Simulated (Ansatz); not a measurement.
# BH3O2: the cost of one run

Computed with Ansatz 0.2.0, Gaussian basis. Level: PBE0-D4/def2-TZVP structures, single points in def2-TZVPP, no counterpoise correction.

Levels: SPW92, PBE-D4, BLYP-D4, r2SCAN-D4, B97M-V, PBE0-D4, B3LYP-D4, r2SCAN0-D4, BHLYP-D4, CAM-B3LYP-D4, wB97X-V, wB97M-V, B2PLYP, PBE-QIDH, RPA on PBE, Hartree-Fock, MP2, CCSD, CCSD(T).

Cores are frozen in the correlated methods. B3LYP uses VWN-RPA correlation. B2PLYP carries no dispersion term here.

113 further runs of the same task are left out: 113 set aside as unsound or not needed. Runs told in other sessions of the task aren't counted.

### Step 1. Where the work starts

The complex: 12 atoms, charge 0, spin multiplicity 1.

Atoms are counted from 1 here; the program's logs count them from 0.

Bond lengths: B1–H2 1.255 Å, B1–O3 1.425 Å, B1–O4 1.422 Å, B1–N6 1.664 Å, O3–H9 0.956 Å, O4–H10 0.958 Å, H5–N6 1.018 Å, N6–H11 1.014 Å, N6–H12 1.016 Å, H7–F8 0.946 Å. Angles: H2–B1–O3 111.6°, H2–B1–O4 115.4°, H2–B1–N6 104.1°, O3–B1–O4 115.2°, O3–B1–N6 107.5°, O4–B1–N6 101.5°, B1–O3–H9 112.5°, B1–O4–H10 110.1°, B1–N6–H5 110.5°, B1–N6–H11 112.0°, B1–N6–H12 107.0°, H5–N6–H11 108.7°, H5–N6–H12 109.4°, H11–N6–H12 109.2°.

Geometry (Å):

```xyz
12
charge 0, multiplicity 1
B    -0.3714   -0.1486   -0.4626
H     0.5978   -0.9191   -0.6702
O    -0.7110    0.5951   -1.6299
O    -1.4720   -0.7248    0.2286
H     0.5584    0.4361    1.4842
N     0.2024    0.9297    0.6679
H     1.3266   -1.3570    0.5348
F     1.7954   -1.3319    1.3558
H    -0.1138    0.4266   -2.3574
H    -2.1735   -0.9364   -0.3884
H     0.9418    1.5145    0.2939
H    -0.5805    1.5159    0.9434
```

Its parts: BH3O2 holds atoms 1, 2, 3, 4, 9, 10; NH3 holds atoms 5, 6, 11, 12; HF holds atoms 7, 8. Each part counts its atoms afresh in its own runs.

### Step 2. Relaxing BH3O2 alone

relax-a/in.yaml reads:

```yaml
crystal:
  periodic: [false, false, false]
  atoms:
    - {symbol: B, position_ang: [-0.371356, -0.148647, -0.462620]}
    - {symbol: H, position_ang: [0.597764, -0.919101, -0.670193]}
    - {symbol: O, position_ang: [-0.711026, 0.595098, -1.629879]}
    - {symbol: O, position_ang: [-1.472028, -0.724839, 0.228568]}
    - {symbol: H, position_ang: [-0.113828, 0.426558, -2.357401]}
    - {symbol: H, position_ang: [-2.173539, -0.936438, -0.388369]}
basis:
  gaussian: {orbitals: def2-TZVP}
hamiltonian: {xc: pbe0, dispersion: d4}
relax: {f_tol: 0.005, max_steps: 200}
```

Run with:

```sh
$ ansatz run in.yaml --threads 8 --pin off --events-out ev --progress --plain --max-ram 19148MiB
```

**Question.** How long does this run take on 8 threads of Arm Neoverse V1, shared host?

About 4.2 s.
